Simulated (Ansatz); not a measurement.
# K+ with CH3F: structure and interaction energy

One table from this session's results is given with a row withheld; the runs are named, their logs left out.

Method: PBE0-D4 structure, single points in def2-TZVPPD; program: Ansatz 0.2.0, Gaussian basis.

Levels: PBE-D4, revPBE-D4, BLYP-D4, r2SCAN-D4, B97M-V, PBE0-D4, B3LYP-D4, HSE06-D4, wB97X-V, wB97M-V, B2PLYP, Hartree-Fock, MP2, CCSD, CCSD(T). The reference is CCSD(T) extrapolated to the basis limit. For elements past Ar these valence bases correlate outer-core shells poorly and lack relativity, so that limit is rough.

Correlated methods freeze the cores. The outer core shell of Li, Na, Mg and K is correlated. B3LYP uses VWN-RPA correlation. B2PLYP carries no dispersion term here.

164 further runs of the same task are left out: 1 that didn't finish, 163 set aside as unsound or not needed.

## Starting geometry

The pair, from a GFN2-xTB docking trial: 6 atoms, charge 1, spin multiplicity 1.

Atoms are counted from 1 here; the program's logs count them from 0.

Bond lengths: K1–F3 2.252 Å, C2–F3 1.402 Å, C2–H4 1.090 Å, C2–H5 1.088 Å, C2–H6 1.087 Å. Angles: F3–C2–H4 107.3°, F3–C2–H5 107.9°, F3–C2–H6 107.3°, H4–C2–H5 111.2°, H4–C2–H6 111.6°, H5–C2–H6 111.3°, K1–F3–C2 174.1°.

Geometry (Å):

```
atom     x (Å)     y (Å)     z (Å)
  K1  -0.09550  -0.02850  -2.96940
  C2   0.02620   0.00700   0.67760
  F3  -0.10930  -0.01030  -0.71760
  H4   1.04050  -0.31920   0.90850
  H5  -0.71180  -0.67640   1.09320
  H6  -0.15000   1.02740   1.00760
```

Atoms 1 to 1 are fragment A (K+), the rest fragment B (CH3F).

The first run:

Contents of pre/in.yaml:

```yaml
crystal:
  periodic: [false, false, false]
  atoms:
    - {symbol: K, position_ang: [-0.095500, -0.028500, -2.969400]}
    - {symbol: C, position_ang: [0.026200, 0.007000, 0.677600]}
    - {symbol: F, position_ang: [-0.109300, -0.010300, -0.717600]}
    - {symbol: H, position_ang: [1.040500, -0.319200, 0.908500]}
    - {symbol: H, position_ang: [-0.711800, -0.676400, 1.093200]}
    - {symbol: H, position_ang: [-0.150000, 1.027400, 1.007600]}
basis:
  gaussian: {orbitals: def2-SVP}
total_charge: 1
hamiltonian: {xc: pbe, dispersion: d4}
relax: {f_tol: 0.03, max_steps: 250}
```

On the command line:

```sh
$ ansatz run in.yaml --threads 2 --pin off --events-out ev --progress --plain --max-ram 5222MiB
```

Among the steps run: A first relaxation in a small basis; Relaxation at PBE0-D4; wB97X-V/def2-TZVPPD; wB97M-V/def2-TZVPPD; B2PLYP/def2-TZVPPD; B97M-V/def2-TZVPPD; CCSD(T)/def2-TZVPPD; MP2/def2-QZVPPD; Hartree-Fock/STO-3G; SPW92/def2-SVP; wB97M-V/def2-SVP; CCSD(T)/def2-SVP; Vibrations of the pair.

One of the session's tables, all rows but one given; the rest of the session is left out.

| method | interaction (kJ/mol) |
| --- | --- |
| PBE-D4 | -62.71 |
| revPBE-D4 | -58.54 |
| BLYP-D4 | -63.79 |
| r2SCAN-D4 | -64.00 |
| B97M-V | -63.75 |
| PBE0-D4 | -65.12 |
| B3LYP-D4 | -66.92 |
| HSE06-D4 | -65.06 |
| wB97X-V | ? |
| wB97M-V | -65.26 |
| B2PLYP | -64.51 |
| Hartree-Fock | -65.79 |
| MP2 | -63.56 |
| CCSD | -63.67 |
| CCSD(T) | -63.05 |
| CCSD(T)/CBS | -66.35 |

Q: Estimate the row for wB97X-V from the others.

**Answer.** interaction (kJ/mol): -65.48. In the column «interaction (kJ/mol)» it lies between Hartree-Fock (-65.79) and wB97M-V (-65.26).

Among the levels timed on like hardware and quicker than the yardstick, those that no quicker one beats, quickest first: PBE-D4 (3.5 s, +3.65 kJ/mol); BLYP-D4 (4.5 s, +2.56 kJ/mol); PBE0-D4 (4.8 s, +1.24 kJ/mol); B3LYP-D4 (5.6 s, -0.57 kJ/mol).

B3LYP-D4 reaches 0.57 kJ/mol from the reference in 5.6 s, where CCSD(T)/CBS took 55 s; the quickest level in the cost chart, PBE-D4, takes 3.5 s and misses by 3.65 kJ/mol.

To keep in mind: A lower arrangement may exist.
